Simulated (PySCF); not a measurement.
# CH5F3GaN: the cost of one run

Programs: PySCF 2.14.0, with density-fitted response routines of our own. Each step states its level of theory. These are calculated values for one molecule in the gas phase, unless marked as measured. Atoms count from 0, in the outputs and in this text.

## (1) Starting geometry

11 atoms, charge 0, multiplicity 1; geometry from: GFN2-xTB. The atoms were then displaced at random by about 0.01 Å, so the start is not that level's minimum.

Bonds of the start (Å): N0–Ga1 2.16, Ga1–C2 2.04, C2–F3 1.28, C2–F4 1.40, C2–F5 1.39, N0–H6 1.02, N0–H7 1.03, N0–H8 1.00, Ga1–H9 1.56, Ga1–H10 1.54.

## (2) Relaxing the molecule at PBE0-D3(BJ)/def2-SVP

What the job is given:

```
{"job": {"xc": "PBE0", "basis": "def2-SVP", "d3": "d3bj", "grid": 1, "shake": 0.01, "kind": "geom"}, "charge": 0, "multiplicity": 1}
N      1.444140    -0.316690    -0.293140
Ga    -0.057990     1.041360     0.467000
C     -1.574510    -0.261310     0.056780
F     -2.846420    -0.321070     0.184140
F     -1.286490    -0.527660    -1.283540
F     -1.063470    -1.387830     0.698100
H      2.388050     0.061490    -0.240930
H      1.238350    -0.488570    -1.284550
H      1.385390    -1.173250     0.229180
H      0.350170     1.128850     1.966720
H      0.060900     2.218830    -0.515410
```

Command:

```bash
OMP_NUM_THREADS=1 python probes_run.py task.json out
```

One launch serves the whole session: the jobs run in the order shown.

Q: Estimate the wall time and peak memory of this first job on 1 thread of Arm Neoverse V1, shared host.

About 93 s, with a peak of 0.52 GiB.
